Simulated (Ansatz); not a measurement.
**LaTaTl3: from a guess to a relaxed structure**

The task: take a trial cell of LaTaTl3 to zero force and stress.

Computed with Ansatz 0.2.0 (DFT PBE, scalar-relativistic, plane waves, PAW, unless a step's input says otherwise).

### Step 1. The structure to begin with

The structure is trigonal, space group R-3m (No. 166). The conventional cell has a = 6.944 Å, b = 6.944 Å, c = 11.576 Å, α = 90.00°, β = 90.00°, γ = 120.00°. Around La (site symmetry -3m) lie 6 Tl at 2.78 Å. Ta (site symmetry -3m) is surrounded by 6 Tl at 3.47 Å. Tl (site symmetry 2/m) is surrounded by 2 La at 2.78 Å.

Coordinates:

```
CELL_PARAMETERS angstrom
3.47216 2.00465 3.85870
-3.47216 2.00465 3.85870
0.00000 -4.00930 3.85870
ATOMIC_POSITIONS crystal
La 0.00000 0.00000 0.00000
Ta 0.50000 0.50000 0.50000
Tl 0.00000 0.00000 0.50000
Tl 0.50000 0.00000 0.00000
Tl 0.00000 0.50000 0.00000
```

The cell is invented: random cell by space group and Wyckoff sites (R-3m, No. 166). Its size is a rough estimate.

### Step 2. A first look at the guess

The input, input.yaml:

```yaml
crystal:
  lattice:
    - [3.47215865, 2.00465173, 3.85869669]
    - [-3.47215865, 2.00465173, 3.85869669]
    - [0.0, -4.00930346, 3.85869669]
  atoms:
    - { symbol: La, position: [0.0, 0.0, 0.0] }
    - { symbol: Ta, position: [0.5, 0.5, 0.5] }
    - { symbol: Tl, position: [0.0, 0.0, 0.5] }
    - { symbol: Tl, position: [0.5, 0.0, 0.0] }
    - { symbol: Tl, position: [0.0, 0.5, 0.0] }
basis:
  ecutwfc: 420
kpoints:
  mp_grid: { grid: [3, 3, 3] }
hamiltonian:
  xc: pbe
scf:
  occupations: { method: gaussian, width: 0.1 }
  lower_state_search: "off"
output:
  forces: true
  stress: true
  eigenvalues: true
```

Run with:

```
ansatz run input.yaml --threads 1 --pin off --max-ram 2560MiB --backend cpu --events-out ev --progress --plain --runs-dir out
```

The session goes on with these runs: rough relaxation on the coarse mesh; final relaxation; relaxing again on a mesh for the new cell.

Before running it: what results should come out? Wanted: conventional cell; volume; energy over the elements; gap on the mesh.

As calculated:

| quantity | value |
| --- | --- |
| symmetry at the end (tolerance 0.05 Å) | space group R-3m (No. 166) |
| conventional cell | a = 6.008 Å, b = 6.008 Å, c = 17.226 Å, α = 90.00°, β = 90.00°, γ = 120.00° |
| volume | 35.90 Å³/atom |
| energy over the elements | +0.87 eV/atom |
| gap on the mesh | none (metal) |

The space group R-3m (No. 166) is kept, and the volume per atom grows by 11.4 % from the first guess. With a positive formation energy it can't be a ground state. No finished test with a distortion of lower symmetry is shown, so the end may be a saddle point. The runs treat La, Ta, Tl without spin-orbit coupling.
